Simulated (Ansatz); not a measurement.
**Cd2SeS: a single-point run**

Aim: a sound single-point run of Cd2SeS. The structure is shown as the input types it. The cell is built on a prototype (ordering on rocksalt) and needn't be the phase found in nature.

Method: density functional or hybrid calculation with the settings of its input, plane waves (as first typed), in Ansatz 0.2.0.

1 further run of the same task is left out (it didn't finish).

**1. Starting point**

It takes space group P4/mmm (No. 123, tetragonal). Conventional cell: a = 3.944 Å, b = 3.944 Å, c = 5.568 Å, α = 90.00°, β = 90.00°, γ = 90.00°. Around S (site symmetry 4/mmm) lie 6 Cd at 2.78 to 2.79 Å. Cd (site symmetry 4/mmm) has 2 S at 2.78 Å and 4 Se at 2.79 Å as nearest neighbours. Around Se (site symmetry 4/mmm) lie 6 Cd at 2.78 to 2.79 Å. Cd (site symmetry 4/mmm) has 2 Se at 2.78 Å and 4 S at 2.79 Å as nearest neighbours.

As a file:

```xyz
4
Lattice="3.9439 0.0000 0.0000 0.0000 3.9439 0.0000 0.0000 0.0000 5.5677" Properties=species:S:1:pos:R:3 pbc="T T T"
S     0.0000    0.0000    0.0000
Cd    0.0000    0.0000    2.7839
Se    1.9720    1.9720    2.7839
Cd    1.9720    1.9720    0.0000
```

**2. The run**

The input, input.yaml:

```yaml
crystal:
  lattice:
    - [3.9439015908, 0.0, 0.0]
    - [0.0, 3.9439015908, 0.0]
    - [0.0, 0.0, 5.5677455844]
  atoms:
    - { symbol: S, position: [0.0, 0.0, 0.0] }
    - { symbol: Cd, position: [0.0, 0.0, 0.5] }
    - { symbol: Se, position: [0.5, 0.5, 0.5] }
    - { symbol: Cd, position: [0.5, 0.5, 0.0] }
kpoints:
  mp_grid: { grid: [4, 4, 2] }
hamiltonian:
  xc: hse06
scf:
  occupations: { method: fermi_dirac, width: 0.02 }
  n_extra_bands: 5
  max_iter: 62
output:
  forces: true
  stress: true
  eigenvalues: true
basis:
  ecutwfc: 80
```

On the command line:

```sh
$ ansatz run input.yaml --threads 4 --pin off --max-ram 3686MiB --backend cpu --events-out ev --progress --plain --runs-dir out
```

**Question.** How will this run end, and is anything wrong with its input?

The program finished normally, with warnings (cutoff below recommended, filled band counts differ across k points, stress exchange threshold loose). It gives a pressure of 77 GPa, which is large; a structure far from rest gives such values too, whatever the setting.

Look at the input: basis.ecutwfc is 80. With so few plane waves the basis is incomplete by a wide margin. The potentials' recommended cutoff is 420 eV.

To check: delete basis.ecutwfc (the default then holds).
